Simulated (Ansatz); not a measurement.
# CH₂Ga+ (triplet): the correlation ladder, cc-pVTZ

The task here is to estimate one member of a computed series from the others.

Computed with Ansatz 0.2.0, Gaussian basis. Level: cc-pVTZ, core rule «outside noble gas», up to 15 orbitals frozen.

The runs, in order: UHF; CCSD(T) on ROHF; CCSD(T) on UHF; BCCD(T) on ROHF; CCSDT(Q) on ROHF; CCSDT(Q) on UHF.

8 further runs of the same task are left out: 3 for a known fault of the program, 5 set aside as unsound or not needed.

## The system

The geometry is a PBE0/def2-TZVP stationary point (not a proven minimum) of the parent state, kept for this charge and spin. No spin-orbit coupling is included. The filled d shell of Ga may be among the frozen orbitals whatever the setting's name suggests; the logs give the count.

4 atoms, charge 1, spin multiplicity 3.

Atoms are counted from 1 here; the program's logs count them from 0.

Bond lengths: C1–Ga2 1.951 Å, Ga2–H3 1.561 Å, Ga2–H4 1.561 Å. Angles: C1–Ga2–H3 115.9°, C1–Ga2–H4 115.9°, H3–Ga2–H4 128.2°.

Set-up of the first run:

in.yaml

```yaml
crystal:
  periodic: [false, false, false]
  atoms:
    - {symbol: C, position_ang: [0.000000, 0.000000, 1.687532]}
    - {symbol: Ga, position_ang: [0.000000, 0.000000, -0.263371]}
    - {symbol: H, position_ang: [0.000000, -1.404653, -0.945221]}
    - {symbol: H, position_ang: [0.000000, 1.404653, -0.945221]}
basis:
  gaussian: {orbitals: cc-pVTZ}
total_charge: 1
magnetization: {spin_polarized: true, initial_magnetization: 2}
hamiltonian: {xc: hf}
output: {orbitals: {seedname: orbitals}}
```

On the command line:

```bash
> ansatz run in.yaml --threads 1 --pin off --events-out ev --progress --plain --max-ram 2560MiB --backend cpu
```

Steps of the session up to this table: UHF; CCSD(T) on ROHF; CCSD(T) on UHF; BCCD(T) on ROHF; CCSDT(Q) on ROHF; CCSDT(Q) on UHF.

One table of the session follows, with a row left open; its other results are not shown here.

| method | from UCCSDT(Q) (meV) |
| --- | --- |
| ROHF | +4897.6 |
| UHF | +4788.1 |
| RMP2 | +1201.9 |
| UMP2 | +1188.7 |
| RCCSD | +204.9 |
| UCCSD | +200.2 |
| RCCSD(T) | +58.9 |
| UCCSD(T) | +56.4 |
| BCCD(T) | +59.7 |
| RCCSDT | +12.5 |
| UCCSDT | +9.1 |
| RCCSDT(Q) | ? |
| UCCSDT(Q) | 0 |

Estimate the missing values for RCCSDT(Q).

As computed: from UCCSDT(Q) (meV): +5.0. In the column «from UCCSDT(Q) (meV)» it lies between UCCSDT(Q) (0) and UCCSDT (+9.1).

Limits of these values: Restricted and unrestricted rows rest on different reference determinants; where their highest levels disagree by more than a few hundredths of an eV, they describe different states and don't form one ladder.
